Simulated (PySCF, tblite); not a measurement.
**C8H13OP: geometry, infrared bands and NMR shifts**

Wanted: the infrared bands and NMR shifts of C8H13OP (`C=C(C)[P@@]1(=O)CC=C(C)C1`), by calculation.

Computed with tblite 0.8.0 and PySCF 2.14.0, with density-fitted response routines of our own, on a single molecule in the gas phase. Atoms count from 0, in the outputs and in this text.

## 1. The molecule as given

23 atoms, charge 0, multiplicity 1; geometry from: force field or distance geometry start.

Bonds of the start (Å): C0–C1 1.33, C1–C2 1.49, C1–P3 1.77, P3–O4 1.52, P3–C5 1.81, C5–C6 1.51, C6–C7 1.35, C7–C8 1.49, C7–C9 1.51, C9–P3 1.82, C0–H10 1.09, C0–H11 1.10, C2–H12 1.08, C2–H13 1.10, C2–H14 1.09, C5–H15 1.08, C5–H16 1.09, C6–H17 1.08, C8–H18 1.10, C8–H19 1.09, C8–H20 1.09, C9–H21 1.10, C9–H22 1.10.

## 2. Relaxing the molecule with GFN2-xTB

What the job is given:

```
{"job": {"kind": "relax", "xc": "GFN2-xTB", "basis": "xTB"}, "charge": 0, "multiplicity": 1}
C     -3.184500     0.398300    -0.056700
C     -1.861400     0.367600    -0.214000
C     -1.131800     1.390700    -1.022800
P     -0.916300    -0.906300     0.565600
O     -1.555300    -1.988100     1.427800
C      0.117700    -1.627100    -0.733000
C      1.456100    -0.964200    -0.536900
C      1.614900    -0.188700     0.558000
C      2.871100     0.519900     0.920700
C      0.414800    -0.068900     1.472600
H     -3.809300     1.166600    -0.518900
H     -3.707900    -0.353900     0.543900
H     -0.614700     0.928400    -1.849400
H     -1.829300     2.126900    -1.456400
H     -0.424100     1.955100    -0.414600
H     -0.283000    -1.431800    -1.715300
H      0.219900    -2.704500    -0.590700
H      2.252100    -1.145200    -1.247500
H      2.687500     1.605200     0.973600
H      3.667000     0.347700     0.194800
H      3.222600     0.192000     1.901000
H      0.165500     0.978100     1.676800
H      0.623700    -0.570700     2.428300
```

Command:

```console
$ OMP_NUM_THREADS=1 python probes_run.py task.json out
```

The driver reads the jobs from task.json and runs them one after another.

**Question.** This job is followed by: GFN2-xTB harmonic vibrations, gas phase; GIAO PBE0/pcSseg-1 NMR shielding, non-relativistic, gas phase. What will the session give for the following? strongest single infrared mode (GFN2-xTB); zero-point energy (GFN2-xTB); ¹³C shifts against TMS (PBE0/pcSseg-1); ¹H shifts against TMS (PBE0/pcSseg-1, means over atoms taken as alike); ³¹P shifts against H3PO4 (PBE0/pcSseg-1); ¹⁷O shifts against H2O (PBE0/pcSseg-1).

As calculated:

```
                                                              quantity                                                     value
                             strongest single infrared mode (GFN2-xTB)                                     1279 cm⁻¹, 263 km/mol
                                          zero-point energy (GFN2-xTB)                                            117.8 kcal/mol
                                ¹³C shifts against TMS (PBE0/pcSseg-1)    149.8, 145.6, 136.4, 129.2, 39.7, 37.5, 23.8, 21.8 ppm
¹H shifts against TMS (PBE0/pcSseg-1, means over atoms taken as alike)  6.48, 6.16, 5.70, 2.87, 2.67, 2.28, 2.01, 1.86, 1.70 ppm
                              ³¹P shifts against H3PO4 (PBE0/pcSseg-1)                                                  34.7 ppm
                                ¹⁷O shifts against H2O (PBE0/pcSseg-1)                                                  99.4 ppm
```

In words: The optimisation took 80 steps and gained 0.314 eV; among the close pairs (by a distance rule), C1–P3 changed most, from 1.767 to 1.825 Å. No mode is imaginary among the 63: a minimum at this level. The strongest single mode, at 1279 cm⁻¹, moves mainly O4 and P3. Unscaled tight-binding wavenumbers are off by several per cent, some by more. Its intensities can rank the bands wrongly. At PBE0/pcSseg-1: The widest tensor belongs to P3: span 298 ppm, with a paramagnetic part of -681 ppm.
